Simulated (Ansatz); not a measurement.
# GaGe: the cost of one run

Method: the settings change from run to run; program: Ansatz 0.2.0, Gaussian basis.

22 further runs of the same task are left out: 3 for a known fault of the program, 13 that didn't finish, 6 set aside as unsound or not needed. Runs told in other sessions of the task aren't counted.

## 1. What is computed

The geometry derives from a PBE0/def2-TZVP stationary point (not a proven minimum). One bond is set to the value named and the two fragments are kept rigid. No spin-orbit coupling is included. The filled d shell of Ge, Ga may be among the frozen orbitals whatever the setting's name suggests.

2 atoms, charge 0, spin multiplicity 4.

Atoms are counted from 1 here; the program's logs count them from 0.

No contacts short enough for the rule that draws bonds.

## 2. CCSDT(Q) on UHF/cc-pVDZ

The input, in.yaml:

```yaml
crystal:
  periodic: [false, false, false]
  atoms:
    - {symbol: Ge, position_ang: [0.000000, 0.000000, 0.000000]}
    - {symbol: Ga, position_ang: [0.000000, 0.000000, 8.458000]}
basis:
  gaussian: {orbitals: cc-pVDZ}
magnetization: {spin_polarized: true, initial_magnetization: 3}
correlation: {method: ccsdt_q, electrons: outside_noble_gas}
scf: {lower_state_search: off}
output: {forces: true}
```

The run is started by

```console
$ ansatz run in.yaml --threads 1 --pin off --events-out ev --progress --plain --max-ram 2393MiB
```

Q: Estimate wall time and peak memory on 1 thread of Arm Neoverse V2, shared host.

About 40 s, with a peak of 0.32 GiB.
